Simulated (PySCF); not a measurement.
# C2H6ClGa: the cost of one run

Method: levels as typed in each script, gas phase, geometry from GFN2-xTB; program: PySCF 2.14.0.

### Step 1. The system as given

SMILES `C[Ga](C)Cl`, 10 atoms, charge 0, spin multiplicity 1.

Bond lengths: C1–Ga2 2.045 Å, C1–H5 1.093 Å, C1–H6 1.091 Å, C1–H7 1.093 Å, Ga2–C3 2.046 Å, Ga2–Cl4 2.106 Å, C3–H8 1.094 Å, C3–H9 1.094 Å, C3–H10 1.090 Å. Angles: Ga2–C1–H5 109.7°, Ga2–C1–H6 112.4°, Ga2–C1–H7 109.3°, H5–C1–H6 108.4°, H5–C1–H7 107.7°, H6–C1–H7 109.2°, C1–Ga2–C3 130.1°, C1–Ga2–Cl4 114.9°, C3–Ga2–Cl4 114.9°, Ga2–C3–H8 109.2°, Ga2–C3–H9 109.6°, Ga2–C3–H10 112.6°, H8–C3–H9 107.6°, H8–C3–H10 109.0°, H9–C3–H10 108.6°.

Coordinates:

```xyz
10

C     1.1583    1.8538   -0.0027
Ga    0.2940   -0.0001    0.0044
C     1.1547   -1.8559   -0.0037
Cl   -1.8115    0.0016   -0.0023
H     1.1216    2.2740   -1.0115
H     2.1989    1.8294    0.3228
H     0.5920    2.5182    0.6556
H     0.6984   -2.4683    0.7790
H     0.9616   -2.3463   -0.9618
H     2.2325   -1.8183    0.1574
```

### Step 2. Density, bond paths and surface potential (B3LYP/def2-svpd)

Input file input.py:

```python
import numpy as np
from pyscf import gto, scf, dft
from pyscf.scf import atom_ks, atom_hf
from scipy.linalg import block_diag

def solve(mol, dm0=None, hcore=None):
    mf = (dft.UKS if mol.spin else dft.RKS)(mol, xc='b3lyp')
    mf.grids.level = 3
    mf = mf.density_fit(auxbasis='def2-universal-jkfit')
    mf.conv_tol, mf.max_cycle = 1e-8, 80
    if hcore is not None:
        mf.get_hcore = lambda *args: hcore
    mf.kernel(dm0)
    if not mf.converged:
        mf = mf.newton().run(mf.mo_coeff, mf.mo_occ, max_cycle=30)
    assert mf.converged, 'SCF not converged'
    return mf

mol = gto.M(atom='''
C      1.15826     1.85383    -0.00270
Ga     0.29398    -0.00009     0.00438
C      1.15473    -1.85592    -0.00368
Cl    -1.81155     0.00157    -0.00229
H      1.12163     2.27403    -1.01150
H      2.19888     1.82944     0.32278
H      0.59198     2.51816     0.65561
H      0.69841    -2.46828     0.77899
H      0.96163    -2.34628    -0.96184
H      2.23255    -1.81832     0.15739
''', basis='def2-svpd', charge=0, spin=0, verbose=4)
mf = solve(mol)
mf.analyze()
# spherically averaged free atoms, for the promolecule
atm = atom_ks.get_atm_nrks(mol, xc='b3lyp')
pro = block_diag(*[(atm[a[0]][2] * atm[a[0]][3]) @ atm[a[0]][2].T for a in mol._atom])
np.savez('result.npz', e=mf.e_tot, c=mf.mo_coeff, occ=mf.mo_occ, eps=mf.mo_energy, pro=pro, dip=mf.dip_moment(verbose=0), s2=mf.spin_square()[0])
```

Started as:

```
OMP_NUM_THREADS=1 python input.py
```

**Question.** How long does this run take on 1 thread of Intel Xeon Platinum 8259CL at 2.50GHz (Skylake/Cascade Lake), shared host, and how much memory does it need?

About 20 s, with a peak of 0.61 GiB.
